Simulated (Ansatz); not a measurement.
# C₃H₈BN: one species, many methods

An exercise on one series of results from a longer session: the logs are not shown, and one member is left open.

The runs use Ansatz 0.2.0, Gaussian basis; functionals in def2-TZVPP, the program's frozen cores in correlated methods.

Levels to be run: LDA (SPW92), PBE-D4, revPBE-D4, BLYP-D4, r2SCAN-D4, B97M-V, PBE0-D4, B3LYP-D4, r2SCANh-D4, r2SCAN0-D4, HSE06-D4, BHLYP-D4, CAM-B3LYP-D4, LC-ωPBE, ωB97X-V, ωB97M-V, B2PLYP, PBE-QIDH; CCSD(T)/def2-SVP; CCSD(T)/def2-TZVPP; MP2/def2-QZVPP; extrapolation to the limit; RPA on PBE.

**The geometry**

An earlier PBE0-D4 in a triple-zeta def2 set relaxation fixed the geometry.

SMILES `C/C=C\BN`, 13 atoms, charge 0, spin multiplicity 1.

Atoms are counted from 1 here; the program's logs count them from 0.

Bond lengths: C1–C2 1.489 Å, C1–H6 1.089 Å, C1–H7 1.095 Å, C1–H8 1.095 Å, C2–C3 1.339 Å, C2–H9 1.091 Å, C3–B4 1.548 Å, C3–H10 1.092 Å, B4–N5 1.395 Å, B4–H11 1.199 Å, N5–H12 1.007 Å, N5–H13 1.005 Å. Angles: C2–C1–H6 112.4°, C2–C1–H7 110.4°, C2–C1–H8 110.4°, H6–C1–H7 108.6°, H6–C1–H8 108.6°, H7–C1–H8 106.2°, C1–C2–C3 127.1°, C1–C2–H9 114.5°, C3–C2–H9 118.4°, C2–C3–B4 126.7°, C2–C3–H10 115.4°, B4–C3–H10 117.8°, C3–B4–N5 119.9°, C3–B4–H11 123.2°, N5–B4–H11 116.9°, B4–N5–H12 123.2°, B4–N5–H13 123.2°, H12–N5–H13 113.6°.

As a file:

```mol
C3H8BN
  3D, bonds by distance, orders not assigned

 13 12  0  0  0  0  0  0  0  0999 V2000
   -1.3726   -0.9754    1.1625 C   0  0
   -0.6823    0.3431    1.1351 C   0  0
    0.2156    0.7661    0.2364 C   0  0
    0.7447   -0.0230   -0.9859 B   0  0
    1.6796    0.5630   -1.8394 N   0  0
   -1.0691   -1.6194    0.3390 H   0  0
   -2.4583   -0.8382    1.1172 H   0  0
   -1.1685   -1.4934    2.1056 H   0  0
   -0.9596    1.0153    1.9481 H   0  0
    0.6024    1.7743    0.3990 H   0  0
    0.3913   -1.1379   -1.2514 H   0  0
    2.0410    1.4929   -1.7053 H   0  0
    2.0561    0.0977   -2.6462 H   0  0
  1  2  8  0
  2  3  8  0
  3  4  8  0
  4  5  8  0
  1  6  8  0
  1  7  8  0
  1  8  8  0
  2  9  8  0
  3 10  8  0
  4 11  8  0
  5 12  8  0
  5 13  8  0
M  END
```

The first run:

The input, in.yaml:

```yaml
crystal:
  periodic: [false, false, false]
  atoms:
    - {symbol: C, position_ang: [-1.372631, -0.975362, 1.162511]}
    - {symbol: C, position_ang: [-0.682266, 0.343135, 1.135133]}
    - {symbol: C, position_ang: [0.215630, 0.766145, 0.236372]}
    - {symbol: B, position_ang: [0.744740, -0.022997, -0.985891]}
    - {symbol: N, position_ang: [1.679612, 0.563037, -1.839406]}
    - {symbol: H, position_ang: [-1.069071, -1.619419, 0.339018]}
    - {symbol: H, position_ang: [-2.458298, -0.838231, 1.117236]}
    - {symbol: H, position_ang: [-1.168535, -1.493359, 2.105612]}
    - {symbol: H, position_ang: [-0.959552, 1.015260, 1.948056]}
    - {symbol: H, position_ang: [0.602431, 1.774278, 0.399023]}
    - {symbol: H, position_ang: [0.391339, -1.137860, -1.251433]}
    - {symbol: H, position_ang: [2.041018, 1.492939, -1.705333]}
    - {symbol: H, position_ang: [2.056084, 0.097734, -2.646197]}
basis:
  gaussian: {orbitals: def2-TZVPP}
hamiltonian: {xc: lda}
output: {orbitals: {seedname: orbitals}}
```

Steps of the session up to this table: LDA; PBE-D4 (GGA); revPBE-D4 (GGA); BLYP-D4 (GGA); r2SCAN-D4 (meta-GGA); B97M-V (meta-GGA); PBE0-D4 (hybrid); B3LYP-D4 (hybrid); r2SCANh-D4 (hybrid); r2SCAN0-D4 (hybrid); HSE06-D4 (hybrid); BHLYP-D4 (hybrid); CAM-B3LYP-D4 (range-separated); LC-ωPBE (range-separated); ωB97X-V (range-separated); ωB97M-V (range-separated); B2PLYP (double hybrid); PBE-QIDH (double hybrid).

One of the session's tables, all rows but one given; the rest of the session is left out.

It belongs to the step «Frontier levels by functional». 

| functional | HOMO (eV) | gap (eV) |
| --- | --- | --- |
| LDA (SPW92) | -6.14 | 4.44 |
| PBE-D4 | -5.97 | 4.50 |
| revPBE-D4 | -5.90 | 4.53 |
| BLYP-D4 | -5.80 | 4.50 |
| r2SCAN-D4 | -6.17 | 4.91 |
| B97M-V | -6.19 | 4.98 |
| PBE0-D4 | -7.08 | 6.56 |
| B3LYP-D4 | -6.85 | 6.13 |
| r2SCANh-D4 | -6.59 | 5.67 |
| r2SCAN0-D4 | -7.22 | 6.82 |
| HSE06-D4 | -6.68 | 5.78 |
| BHLYP-D4 | -8.03 | 8.58 |
| CAM-B3LYP-D4 | ? | ? |
| LC-ωPBE | -9.75 | 11.46 |
| ωB97X-V | -9.36 | 11.01 |
| ωB97M-V | -9.27 | 10.78 |

**Question.** Estimate the row for CAM-B3LYP-D4.

As computed: HOMO (eV): -8.37; gap (eV): 8.97. In the column «HOMO (eV)» it lies between ωB97M-V (-9.27) and BHLYP-D4 (-8.03).
